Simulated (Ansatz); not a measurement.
# C₃H₁₁NSn: up Jacob's ladder to CCSD(T)

An exercise on one series of results from a longer session: the logs are not shown, and one member is left open.

Method: functionals in def2-TZVPP, the program's frozen cores in correlated methods; program: Ansatz 0.2.0, Gaussian basis.

Levels to be run: LDA (SPW92), PBE-D4, revPBE-D4, BLYP-D4, r2SCAN-D4, B97M-V, PBE0-D4, B3LYP-D4, r2SCANh-D4, r2SCAN0-D4, HSE06-D4, BHLYP-D4, CAM-B3LYP-D4, LC-ωPBE, ωB97X-V, ωB97M-V, B2PLYP, PBE-QIDH; CCSD(T)/def2-SVP; MP2/def2-TZVPP; MP2/def2-QZVPP; RPA on PBE.

### Structure used throughout

All runs share one geometry, relaxed beforehand with PBE0-D4 in a triple-zeta def2 set. Sn takes the def2 core potential; no spin-orbit term is included.

16 atoms, charge 0, spin multiplicity 1.

Atoms are counted from 1 here; the program's logs count them from 0.

Bond lengths: C1–Sn2 2.151 Å, C1–H6 1.091 Å, C1–H7 1.092 Å, C1–H8 1.091 Å, Sn2–C3 2.139 Å, Sn2–C4 2.139 Å, Sn2–N5 2.042 Å, C3–H9 1.090 Å, C3–H10 1.091 Å, C3–H11 1.091 Å, C4–H12 1.090 Å, C4–H13 1.091 Å, C4–H14 1.091 Å, N5–H15 1.012 Å, N5–H16 1.012 Å. Angles: Sn2–C1–H6 110.2°, Sn2–C1–H7 110.4°, Sn2–C1–H8 110.2°, H6–C1–H7 108.6°, H6–C1–H8 108.7°, H7–C1–H8 108.6°, C1–Sn2–C3 110.8°, C1–Sn2–C4 110.7°, C1–Sn2–N5 112.6°, C3–Sn2–C4 112.6°, C3–Sn2–N5 104.9°, C4–Sn2–N5 105.0°, Sn2–C3–H9 109.6°, Sn2–C3–H10 110.6°, Sn2–C3–H11 110.4°, H9–C3–H10 109.0°, H9–C3–H11 108.7°, H10–C3–H11 108.5° and more.

Set-up of the first run:

Input file in.yaml:

```yaml
crystal:
  periodic: [false, false, false]
  atoms:
    - {symbol: C, position_ang: [-1.005483, 0.501347, -1.759525]}
    - {symbol: Sn, position_ang: [-0.038226, 0.033464, 0.103357]}
    - {symbol: C, position_ang: [1.932920, 0.860717, 0.162588]}
    - {symbol: C, position_ang: [-0.057053, -2.075340, 0.458017]}
    - {symbol: N, position_ang: [-0.999302, 0.846921, 1.710865]}
    - {symbol: H, position_ang: [-1.040687, 1.582126, -1.904304]}
    - {symbol: H, position_ang: [-0.461434, 0.055047, -2.594034]}
    - {symbol: H, position_ang: [-2.025668, 0.114688, -1.761679]}
    - {symbol: H, position_ang: [2.389165, 0.650248, 1.130361]}
    - {symbol: H, position_ang: [2.554178, 0.429164, -0.623482]}
    - {symbol: H, position_ang: [1.895365, 1.941759, 0.020258]}
    - {symbol: H, position_ang: [0.412870, -2.289390, 1.418425]}
    - {symbol: H, position_ang: [0.486470, -2.601818, -0.327797]}
    - {symbol: H, position_ang: [-1.082527, -2.447244, 0.479022]}
    - {symbol: H, position_ang: [-1.034958, 1.858472, 1.699724]}
    - {symbol: H, position_ang: [-1.948531, 0.517139, 1.832604]}
basis:
  gaussian: {orbitals: def2-TZVPP}
hamiltonian: {xc: lda}
output: {orbitals: {seedname: orbitals}}
```

On the command line:

```bash
$ ansatz run in.yaml --threads 4 --pin off --events-out ev --progress --plain --max-ram 11315MiB
```

Among the steps run: LDA; PBE-D4 (GGA); revPBE-D4 (GGA); BLYP-D4 (GGA); r2SCAN-D4 (meta-GGA); B97M-V (meta-GGA); PBE0-D4 (hybrid); B3LYP-D4 (hybrid); r2SCANh-D4 (hybrid); r2SCAN0-D4 (hybrid); HSE06-D4 (hybrid); BHLYP-D4 (hybrid); CAM-B3LYP-D4 (range-separated); LC-ωPBE (range-separated); ωB97X-V (range-separated); ωB97M-V (range-separated); B2PLYP (double hybrid); PBE-QIDH (double hybrid).

One of the session's tables, all rows but one given; the rest of the session is left out.

It belongs to the step «Orbital energies across the functionals». 

| functional | HOMO (eV) | LUMO (eV) | gap (eV) |
| --- | --- | --- | --- |
| LDA (SPW92) | -5.47 | -0.56 | 4.91 |
| PBE-D4 | -5.32 | -0.41 | 4.91 |
| revPBE-D4 | -5.26 | -0.32 | 4.94 |
| BLYP-D4 | -5.20 | -0.42 | 4.78 |
| r2SCAN-D4 | -5.60 | 0.14 | 5.74 |
| B97M-V | -5.71 | -0.30 | 5.41 |
| PBE0-D4 | -6.69 | 0.42 | 7.11 |
| B3LYP-D4 | -6.46 | 0.07 | 6.53 |
| r2SCANh-D4 | -6.11 | 0.41 | 6.52 |
| r2SCAN0-D4 | -6.89 | 0.79 | 7.68 |
| HSE06-D4 | -6.29 | 0.05 | 6.34 |
| BHLYP-D4 | -7.96 | 1.04 | 8.99 |
| CAM-B3LYP-D4 | ? | ? | ? |
| LC-ωPBE | -9.47 | 2.51 | 11.97 |
| ωB97X-V | -9.10 | 2.25 | 11.36 |
| ωB97M-V | -9.01 | 1.85 | 10.86 |

Estimate the missing values for CAM-B3LYP-D4.

The run gave: HOMO (eV): -8.09; LUMO (eV): 1.19; gap (eV): 9.28. In the column «HOMO (eV)» it lies between ωB97M-V (-9.01) and BHLYP-D4 (-7.96).
